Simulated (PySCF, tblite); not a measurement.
**C₅H₈ClF₃Si: geometry, infrared bands and NMR shifts**

What infrared bands and NMR shifts should C₅H₈ClF₃Si (`FC(F)(F)CC1(Cl)C[SiH2]C1`) show?

Programs: tblite 0.8.0 and PySCF 2.14.0, with density-fitted response routines of our own. Each step states its level of theory. These are calculated values for one molecule in the gas phase, unless marked as measured. Atoms are numbered from 0 throughout.

## 1. The molecule as given

18 atoms, charge 0, multiplicity 1; geometry from: force field or distance geometry start.

Bonds of the start (Å): F0–C1 1.37, C1–F2 1.37, C1–F3 1.40, C1–C4 1.48, C4–C5 1.48, C5–Cl6 1.79, C5–C7 1.51, C7–Si8 1.86, Si8–C9 1.85, C9–C5 1.53, C4–H10 1.12, C4–H11 1.13, C7–H12 1.11, C7–H13 1.11, Si8–H14 1.45, Si8–H15 1.46, C9–H16 1.11, C9–H17 1.12.

## 2. Geometry optimisation with GFN2-xTB

The job: settings as JSON, then the geometry in Å.

```
{"job": {"kind": "relax", "xc": "GFN2-xTB", "basis": "xTB"}, "charge": 0, "multiplicity": 1}
F     -2.113200     0.333800     1.696100
C     -2.303900    -0.349600     0.520800
F     -3.523000     0.011600     0.004300
F     -2.394200    -1.720200     0.779300
C     -1.288200    -0.075600    -0.523100
C      0.120900    -0.375800    -0.186800
Cl     0.481700    -2.073700     0.232700
C      0.891300     0.571900     0.699500
Si     2.436700     0.405600    -0.328600
C      0.964400     0.050700    -1.391400
H     -1.581200    -0.659800    -1.433900
H     -1.326800     0.991000    -0.883400
H      1.108500     0.224400     1.730700
H      0.539600     1.624100     0.644500
H      3.128000     1.637700    -0.671800
H      3.255000    -0.772000    -0.053100
H      0.525100     0.984500    -1.805100
H      1.070500    -0.802500    -2.101500
```

Started as:

```
> OMP_NUM_THREADS=1 python probes_run.py task.json out
```

The driver reads the jobs from task.json and runs them one after another.

**Question.** This job is followed by: GFN2-xTB harmonic vibrations, gas phase; GIAO PBE0/pcSseg-1 NMR shielding, non-relativistic, gas phase. What will the session give for the following? strongest single infrared mode (GFN2-xTB); zero-point energy (GFN2-xTB); ¹³C shifts against TMS (PBE0/pcSseg-1, means over atoms taken as alike); ¹H shifts against TMS (PBE0/pcSseg-1, means over atoms taken as alike); ¹⁹F shifts against CFCl3 (PBE0/pcSseg-1, means over atoms taken as alike); ³⁵Cl shifts against HCl (PBE0/pcSseg-1); ²⁹Si shifts against TMS (PBE0/pcSseg-1).

As calculated:

| quantity | value |
| --- | --- |
| strongest single infrared mode (GFN2-xTB) | 2296 cm⁻¹, 372 km/mol |
| zero-point energy (GFN2-xTB) | 74.8 kcal/mol |
| ¹³C shifts against TMS (PBE0/pcSseg-1, means over atoms taken as alike) | 134.4, 70.9, 54.4, 31.4 ppm |
| ¹H shifts against TMS (PBE0/pcSseg-1, means over atoms taken as alike) | 4.96, 4.63, 2.55, 2.05, 2.01 ppm |
| ¹⁹F shifts against CFCl3 (PBE0/pcSseg-1, means over atoms taken as alike) | -76.8 ppm |
| ³⁵Cl shifts against HCl (PBE0/pcSseg-1) | 274 ppm |
| ²⁹Si shifts against TMS (PBE0/pcSseg-1) | -44.8 ppm |

The optimisation took 85 steps and gained 0.936 eV; among the close pairs (by a distance rule), Si8–C9 changed most, from 1.850 to 1.917 Å. All 48 modes are real, so the xTB geometry is a minimum. The strongest single mode, at 2296 cm⁻¹, moves mainly H14. Unscaled tight-binding wavenumbers are off by several per cent, some by more. Its intensities can rank the bands wrongly. At PBE0/pcSseg-1: The largest span, 592 ppm, is at Cl6, where the paramagnetic term is -474 ppm.
